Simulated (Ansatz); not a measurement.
**C2H7BO2Se: up Jacob's ladder to CCSD(T)**

An exercise on one series of results from a longer session: the logs are not shown, and one member is left open.

Method: functionals in def2-TZVPP, the program's frozen cores in correlated methods; program: Ansatz 0.2.0, Gaussian basis.

The runs, in order: PBE-D4, r2SCAN-D4, PBE0-D4, B3LYP-D4, ωB97X-V, ωB97M-V, B2PLYP; CCSD(T)/def2-TZVPP; MP2/def2-QZVPP; extrapolation to the limit.

## The geometry

All runs share one geometry, relaxed beforehand with PBE0-D4 in a triple-zeta def2 set.

SMILES `CC[Se]B(O)O`, 13 atoms, charge 0, spin multiplicity 1.

Atoms are counted from 1 here; the program's logs count them from 0.

Bond lengths: C1–C2 1.512 Å, C1–H7 1.093 Å, C1–H8 1.092 Å, C1–H9 1.092 Å, C2–Se3 1.964 Å, C2–H10 1.089 Å, C2–H11 1.089 Å, Se3–B4 1.959 Å, B4–O5 1.365 Å, B4–O6 1.359 Å, O5–H12 0.959 Å, O6–H13 0.963 Å. Angles: C2–C1–H7 110.0°, C2–C1–H8 111.5°, C2–C1–H9 111.5°, H7–C1–H8 107.9°, H7–C1–H9 107.9°, H8–C1–H9 108.0°, C1–C2–Se3 110.1°, C1–C2–H10 111.9°, C1–C2–H11 111.9°, Se3–C2–H10 107.1°, Se3–C2–H11 107.1°, H10–C2–H11 108.4°, C2–Se3–B4 98.8°, Se3–B4–O5 121.6°, Se3–B4–O6 119.3°, O5–B4–O6 119.1°, B4–O5–H12 114.7°, B4–O6–H13 111.6°.

Coordinates:

```xyz
13
C2H7BO2Se
C    -1.2666    2.0081    0.4190
C    -0.3569    0.9575   -0.1766
Se   -0.3176   -0.6322    0.9765
B     0.9093   -1.7378   -0.0761
O     1.2680   -2.9918    0.3270
O     1.4173   -1.2474   -1.2369
H    -1.2876    2.8929   -0.2231
H    -0.9237    2.3198    1.4081
H    -2.2905    1.6410    0.5178
H    -0.6981    0.6331   -1.1583
H     0.6683    1.3121   -0.2690
H     0.8734   -3.2748    1.1537
H     2.0045   -1.8805   -1.6621
```

The first run:

Input file in.yaml:

```yaml
crystal:
  periodic: [false, false, false]
  atoms:
    - {symbol: C, position_ang: [-1.266559, 2.008106, 0.419034]}
    - {symbol: C, position_ang: [-0.356860, 0.957461, -0.176620]}
    - {symbol: Se, position_ang: [-0.317589, -0.632161, 0.976536]}
    - {symbol: B, position_ang: [0.909307, -1.737788, -0.076122]}
    - {symbol: O, position_ang: [1.267999, -2.991787, 0.326982]}
    - {symbol: O, position_ang: [1.417327, -1.247396, -1.236869]}
    - {symbol: H, position_ang: [-1.287582, 2.892852, -0.223125]}
    - {symbol: H, position_ang: [-0.923719, 2.319790, 1.408115]}
    - {symbol: H, position_ang: [-2.290491, 1.641020, 0.517792]}
    - {symbol: H, position_ang: [-0.698090, 0.633107, -1.158308]}
    - {symbol: H, position_ang: [0.668344, 1.312117, -0.268997]}
    - {symbol: H, position_ang: [0.873374, -3.274790, 1.153654]}
    - {symbol: H, position_ang: [2.004548, -1.880522, -1.662063]}
basis:
  gaussian: {orbitals: def2-TZVPP}
hamiltonian: {xc: pbe, dispersion: d4}
output: {forces: true, orbitals: {seedname: orbitals}}
```

On the command line:

```bash
$ ansatz run in.yaml --threads 2 --pin off --events-out ev --progress --plain --max-ram 22528MiB --backend cuda --devices 0, --max-vram 18GiB
```

Steps of the session up to this table: PBE-D4 (GGA); r2SCAN-D4 (meta-GGA); PBE0-D4 (hybrid); B3LYP-D4 (hybrid); ωB97X-V (range-separated); ωB97M-V (range-separated); B2PLYP (double hybrid); CCSD(T) in def2-TZVPP; MP2 in def2-QZVPP.

One table of the session follows, with a row left open; its other results are not shown here.

It belongs to the step «Atomisation energies». 

| method | atomisation energy (kcal/mol) |
| --- | --- |
| PBE-D4 | 1264.6 |
| r2SCAN-D4 | 1243.6 |
| PBE0-D4 | 1240.4 |
| B3LYP-D4 | 1234.9 |
| ωB97X-V | 1237.1 |
| ωB97M-V | 1239.1 |
| B2PLYP | 1224.7 |
| HF/def2-TZVPP | 903.2 |
| MP2/def2-TZVPP | 1235.1 |
| CCSD/def2-TZVPP | 1188.8 |
| CCSD(T)/def2-TZVPP | ? |
| MP2/CBS | 1266.2 |
| CCSD(T)/CBS | 1239.0 |

Estimate the missing values for CCSD(T)/def2-TZVPP.

As computed: atomisation energy (kcal/mol): 1207.8. In the column «atomisation energy (kcal/mol)» it lies between CCSD/def2-TZVPP (1188.8) and B2PLYP (1224.7).

To keep in mind: Free atoms (2 C, 1 Se, 1 B, 2 O, 7 H) were run apart at each level; the atomisation energy is their sum less the molecule, without zero-point or spin-orbit terms.
